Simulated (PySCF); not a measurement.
# How the numerical set-up moves the result for LiCa

The method stays; parts of the set-up, such as the basis or the Hamiltonian, are changed.

The runs use PySCF 2.14.0; each script names its method and basis.

1 further run of the same task is left out (it didn't finish).

## Step 1: The starting structure

LiCa: 2 atoms, charge 0, spin multiplicity 2.

Bond lengths: Li1–Ca2 2.731 Å.

## Step 2: The base run

Contents of input.py:

```python
from pyscf import gto, scf, mp

mol = gto.M(
    atom='Li 0 0 0; Ca 0 0 2.731',
    basis='def2-svp',
    charge=0,
    spin=1,
    symmetry=True,
    verbose=3,
)
mf = scf.UHF(mol)
mf = mf.density_fit(auxbasis='def2-universal-jkfit')
mf.kernel()
mp.MP2(mf, frozen=5).kernel()
mf.dip_moment()
print('orbital energies (hartree):', [e[max(0, n-3):n+3].round(4) for e, n in zip(mf.mo_energy, mol.nelec)])
```

On the command line:

```console
$ python input.py
```

The log of this run is left out.

Base result: E(SCF) = -684.067707 Eh, E(MP2) − E(SCF) = -0.12484 Eh, ⟨S²⟩ = 0.863, μ = 0.49 D (of the SCF density).

The bond length is a typed value, not an optimised one.

## Step 3: Def2-svpd

Run 1 changes basis set: def2-svp → def2-svpd.

Contents of input.py:

```python
from pyscf import gto, scf, mp

mol = gto.M(
    atom='Li 0 0 0; Ca 0 0 2.731',
    basis='def2-svpd',
    charge=0,
    spin=1,
    symmetry=True,
    verbose=3,
)
mf = scf.UHF(mol)
mf = mf.density_fit(auxbasis='def2-universal-jkfit')
mf.kernel()
mp.MP2(mf, frozen=5).kernel()
mf.dip_moment()
print('orbital energies (hartree):', [e[max(0, n-3):n+3].round(4) for e, n in zip(mf.mo_energy, mol.nelec)])
```

On the command line:

```console
$ python input.py
```

## Step 4: Ano-rcc-vdzp (X2C on)

Run 2 changes basis set: def2-svp → ano-rcc-vdzp; spin-free X2C: off → on.

Edit input.py of step 2 so:

```diff
@@ -4,3 +4,3 @@
     atom='Li 0 0 0; Ca 0 0 2.731',
-    basis='def2-svp',
+    basis='ano-rcc-vdzp',
     charge=0,
@@ -11,2 +11,3 @@
 mf = scf.UHF(mol)
+mf = mf.sfx2c1e()
 mf = mf.density_fit(auxbasis='def2-universal-jkfit')
```

## Step 5: Cartesian functions on

Run 3 changes Cartesian functions: off → on.

Edit input.py of step 2 so:

```diff
@@ -8,2 +8,3 @@
     symmetry=True,
+    cart=True,
     verbose=3,
```

Q: Predict the outcome of this session. Wanted: for each run, E(SCF); from base; gap, α spin; SCF dipole; after the SCF.

The runs gave:

| run | E(SCF) (hartree) | from base (eV) | gap, α spin (eV) | SCF dipole (D) | functions | after the SCF |
| --- | --- | --- | --- | --- | --- | --- |
| base | -684.067707 | 0 | 5.50 | 0.49 | 33 | MP2 correlation -3.397 eV, core frozen |
| def2-svpd | -684.069045 | -0.0364 | 4.56 | 0.92 | 39 | MP2 correlation -3.439 eV, core frozen |
| ano-rcc-vdzp (X2C on) | -687.045011 | not comparable | 4.93 | 0.64 | 36 | MP2 correlation -5.688 eV, core frozen |
| Cartesian functions on | -684.068873 | -0.0317 | 5.49 | 0.45 | n/a | MP2 correlation -3.475 eV, core frozen |

Of the runs whose energies can be compared, “def2-svpd” moves the SCF energy most (-0.036 eV). def2-svpd (39 functions) gives an energy 0.04 eV lower than def2-svp (33).
